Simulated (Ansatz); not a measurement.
Runs of Ansatz 0.2.0 on Hf2Pd2Se2Br2O3. It takes space group Immm (No. 71, orthorhombic). The conventional cell has a = 3.785 Å, b = 5.344 Å, c = 24.568 Å, α = 90.00°, β = 90.00°, γ = 90.00°. Hf (site symmetry mm2) has 3 O at 1.94 to 1.95 Å as nearest neighbours. Pd (site symmetry mm2) is surrounded by 2 Se at 2.48 Å and 1 Br at 2.54 Å. Se (site symmetry mm2) is surrounded by 2 Pd at 2.48 Å and 2 Hf at 2.84 Å. Around Br (site symmetry mm2) lie 1 Pd at 2.54 Å. O (site symmetry mm2) is surrounded by 2 Hf at 1.95 Å. O (site symmetry mmm) has 2 Hf at 1.94 Å as nearest neighbours. The cell was built by a generator and needn't be a form met in nature.

| potentials or basis | cutoff (eV) | gap on the mesh (eV) | pressure (GPa) | largest force (eV/Å) |
| --- | --- | --- | --- | --- |
| Ansatz PAW earlier set | 900 | none | 0.0 | 0.01 |
| PseudoDojo standard (PBE files) | 1170 | none | -0.5 | 0.09 |
| JTH PAW | 1380 | none | -0.2 | (a) |
| Ansatz NC | 1240 | none | 0.0 | 0.02 |
| SPMS NC | 1034 | none | -0.4 | (b) |

Alike in all rows: task single point; level PBE; no spin polarisation; cell as given; k mesh 9 × 9 × 9; smearing fermi-dirac 0.05 eV.

Question: Estimate the missing entries.

Answer: (a) 0.05; (b) 0.11.

A k mesh can miss the band edges, and the runs leave out spin-orbit coupling on Br, Hf, Pd, Se.

A gap of «none» marks a metal or a gap under the smearing width.

Not every run made on this cell is shown here.
